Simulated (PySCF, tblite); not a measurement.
# C₅H₁₂O₂Si: geometry, infrared bands and NMR shifts

Aim: predict the infrared bands and NMR shifts of C₅H₁₂O₂Si (`CCC1([SiH](O)O)CC1`).

Computed with tblite 0.8.0 and PySCF 2.14.0, with density-fitted response routines of our own, on a single molecule in the gas phase. Atoms are numbered from 0 throughout.

### Step 1. Starting geometry

20 atoms, charge 0, multiplicity 1; geometry from: force field or distance geometry start.

Bonds of the start (Å): C0–C1 1.50, C1–C2 1.52, C2–Si3 1.83, Si3–O4 1.72, Si3–O5 1.72, C2–C6 1.52, C6–C7 1.52, C7–C2 1.51, C0–H8 1.11, C0–H9 1.13, C0–H10 1.11, C1–H11 1.10, C1–H12 1.11, Si3–H13 1.48, O4–H14 0.97, O5–H15 0.98, C6–H16 1.10, C6–H17 1.10, C7–H18 1.13, C7–H19 1.09.

### Step 2. Relaxing the molecule with GFN2-xTB

Job settings and geometry (Å):

```
{"job": {"kind": "relax", "xc": "GFN2-xTB", "basis": "xTB"}, "charge": 0, "multiplicity": 1}
C     -2.110500    -0.694800     0.186800
C     -1.271400     0.124600    -0.745200
C      0.117800     0.387600    -0.198300
Si     1.127200    -1.101600     0.139900
O      0.316600    -2.283900     1.096100
O      2.656100    -0.676100     0.792800
C      0.887400     1.522600    -0.844200
C      0.313800     1.676500     0.559300
H     -1.634600    -0.868900     1.173300
H     -3.071100    -0.125700     0.369000
H     -2.353000    -1.656600    -0.315100
H     -1.764100     1.090100    -0.920400
H     -1.112400    -0.441500    -1.691200
H      1.424400    -1.752700    -1.151500
H      0.315400    -2.089600     2.043400
H      3.326000    -0.692600     0.073100
H      0.359000     1.994500    -1.689000
H      1.986200     1.437600    -0.843600
H     -0.535900     2.418200     0.576000
H      1.017900     1.743000     1.385900
```

Launch:

```console
OMP_NUM_THREADS=1 python probes_run.py task.json out
```

The driver reads the jobs from task.json and runs them one after another.

**Question.** This job is followed by: GFN2-xTB harmonic vibrations, gas phase; GIAO PBE0/pcSseg-1 NMR shielding, non-relativistic, gas phase. What will the session give for the following? strongest single infrared mode (GFN2-xTB); zero-point energy (GFN2-xTB); 13C shifts against TMS (PBE0/pcSseg-1, means over atoms taken as alike); 1H shifts against TMS (PBE0/pcSseg-1, means over atoms taken as alike); 29Si shifts against TMS (PBE0/pcSseg-1); 17O shifts against H2O (PBE0/pcSseg-1, means over atoms taken as alike).

**Answer**, as computed:

| quantity | value |
| --- | --- |
| strongest single infrared mode (GFN2-xTB) | 2231 cm⁻¹, 326 km/mol |
| zero-point energy (GFN2-xTB) | 102.1 kcal/mol |
| 13C shifts against TMS (PBE0/pcSseg-1, means over atoms taken as alike) | 33.6, 16.1, 13.6, 9.8 ppm |
| 1H shifts against TMS (PBE0/pcSseg-1, means over atoms taken as alike) | 5.28, 1.48, 1.27, 1.23, 0.31, 0.17 ppm |
| 29Si shifts against TMS (PBE0/pcSseg-1) | -18.2 ppm |
| 17O shifts against H2O (PBE0/pcSseg-1, means over atoms taken as alike) | 39.6 ppm |

Over 126 steps the energy fell by 0.887 eV; of the close pairs, Si3–O4 changed most, 1.723 to 1.621 Å. All 54 modes are real, so the xTB geometry is a minimum. The strongest single mode, at 2231 cm⁻¹, moves mainly H13. GFN2-xTB is a fitted tight-binding method: band positions and strengths are rough. Its intensities can rank the bands wrongly. At PBE0/pcSseg-1: Shielding is most anisotropic at C2 (span 80 ppm, paramagnetic term -86 ppm).
